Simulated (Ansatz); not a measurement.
Runs of Ansatz 0.2.0 on HPbNO4. The typed cell holds 7 atoms: a = 4.204 Å, b = 4.339 Å, c = 6.729 Å, α = 71.95°, β = 72.29°, γ = 62.23°. The cell was built by a generator and needn't be a form met in nature.

| task | level | spin | cell | k mesh | smearing | points for each segment of the path | broadening | target pressure (GPa) | gap on the mesh (eV) | pressure (GPa) | largest force (eV/Å) |
| --- | --- | --- | --- | --- | --- | --- | --- | --- | --- | --- | --- |
| relaxation of cell and atoms | LDA | off | relaxed | 5 × 5 × 3 | fermi-dirac 0.05 eV | - | - | - | 2.50 | 0.0 | - |
| band structure | PBE | SOC, no magnetisation | as given | 5 × 5 × 3 | fermi-dirac 0.05 eV | 10 | - | - | (a) | 0.0 | 0.04 |
| optical spectrum | PBE | off | as given | 5 × 5 × 3 | fermi-dirac 0.05 eV | - | 0.05 eV | - | 2.87 | - | - |
| band structure | LDA | off | as given | 7 × 7 × 5 | fermi-dirac 0.05 eV | 10 | - | - | 2.74 | -6.2 | 0.90 |
| relaxation of cell and atoms | PBE | off | relaxed to 20 GPa | 5 × 5 × 3 | fermi-dirac 0.05 eV | - | - | 20 | (b) | 20.0 | - |
| Born charges and dielectric tensor | PBE | off | as given | 5 × 5 × 3 | fixed | - | - | - | 2.87 | - | - |

Alike in all rows: potentials or basis Ansatz PAW; cutoff (eV) 420.

Q: Fill in the values left out.

A: (a) 2.70; (b) 2.63.

Caveats: spin-orbit coupling is left out, which as a rule narrows the gap of such compounds by several tenths of an eV (some runs); odd divisions of the mesh miss points on the zone boundary, where band edges often lie, so the gap on the mesh can be too wide (some runs); the plane-wave basis is chosen anew once the cell has moved, so the energies of steps on either side of that aren't comparable (some runs); the PAW data sets come from PBE, with cores solved anew for the run's functional, which leaves a small shift of forces and pressure (some runs); spectra need much finer meshes, so this one isn't converged (some runs); independent-particle spectra lack excitons (some runs).

A k mesh can miss the band edges, and rows without SOC leave out spin-orbit coupling on Pb.
